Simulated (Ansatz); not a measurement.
2 structures of YSn3: a ranking of polymorphs by energy, run with Ansatz 0.2.0 through its Python package.

`ysn3.py`
```python
"""Polymorphs of YSn3, after relaxing cells and atoms."""

import warnings

import ansatz as az
from ase import Atoms
import numpy as np
import spglib


def solve(name, crystal):
    calc = (
        crystal.calculation()
        .functional("PBEsol")
        .pseudopotentials("nc")
        .accuracy("low")
        .eigensolver("auto", mixed_precision=False)
        .scf(max_iterations=100)
        .kpoints(spacing=0.26)
        .occupations("gaussian", width=0.05)
        .stress()
        .band_table()
    )
    calc = calc.relax(force_tolerance=0.03, max_steps=60, cell=True)
    return calc.run()


def volume_per_atom(outcome):
    return abs(np.linalg.det(outcome.lattice.cell_ang)) / len(outcome.lattice.sites)


def space_group(outcome):
    sites = outcome.report["lattice"]["sites"]
    kinds = sorted({site["symbol"] for site in sites})
    cell = (outcome.lattice.cell_ang, [site["position_frac"] for site in sites], [kinds.index(site["symbol"]) for site in sites])
    return spglib.get_spacegroup(cell, symprec=0.01)

warnings.simplefilter("ignore")

phases = {}
fm_3m = (
    az.Lattice.from_parameters(5.40341, 5.40341, 5.40341, alpha=60.0, beta=60.0, gamma=60.0)
    .atom("Y", (0.0, 0.0, 0.0))
    .atom("Sn", (0.5, 0.5, 0.5))
    .atom("Sn", (0.25, 0.25, 0.25))
    .atom("Sn", (0.75, 0.75, 0.75))
)
phases["Fm-3m"] = fm_3m
atoms = Atoms(
    ["Y", "Sn", "Sn", "Sn"],
    scaled_positions=[
        (0.0, 0.0, 0.0),
        (0.0, 0.5, 0.5),
        (0.5, 0.0, 0.5),
        (0.5, 0.5, 0.0),
    ],
    cell=[
        (4.666, 0.0, 0.0),
        (0.0, 4.666, 0.0),
        (0.0, 0.0, 4.666),
    ],
    pbc=True,
)
pm_3m = az.Crystal.from_ase(atoms)
phases["Pm-3m"] = pm_3m

done = {name: solve(name, crystal) for name, crystal in phases.items()}

energy = {name: o.report["energy_sigma0_ev"] / len(o.lattice.sites) for name, o in done.items()}
lowest = min(energy.values())
rows = [(name, len(o.lattice.sites), 1000 * (energy[name] - lowest), volume_per_atom(o), space_group(o)) for name, o in done.items()]
rows.sort(key=lambda row: row[2])
print("| phase | atoms | dE (meV/atom) | V (A^3/atom) | space group |")
print("| --- | --- | --- | --- | --- |")
for row in rows:
    print(f"| {row[0]} | {row[1]:d} | {row[2]:.1f} | {row[3]:.3f} | {row[4]} |")
print("order:", " < ".join(row[0] for row in rows))
```

Which of these structures comes out lowest, and how far apart are they?

By space group at the end of each run: Pm-3m (+0 meV an atom, 25.1 Å³) and Fm-3m (+281 meV an atom, 26.8 Å³).

What the script printed:

```console
$ python ysn3.py
| phase | atoms | dE (meV/atom) | V (A^3/atom) | space group |
| --- | --- | --- | --- | --- |
| Pm-3m | 4 | 0.0 | 25.115 | Pm-3m (221) |
| Fm-3m | 4 | 281.5 | 26.804 | Fm-3m (225) |
order: Pm-3m < Fm-3m
```

Notes:
- The settings weren't tested for convergence.
- No spin polarisation was allowed.
- The cells come from databases of deposited and of computed structures, and not all need be stable phases.
- The ranking holds among these structures alone, at zero temperature; the ground state may be another structure. Differences under about 40 meV an atom lie within the error of mesh and functional.
- Run time: 3.1 min on 1 thread of Arm Neoverse V1, with other jobs on the host, peak memory 0.61 GiB.
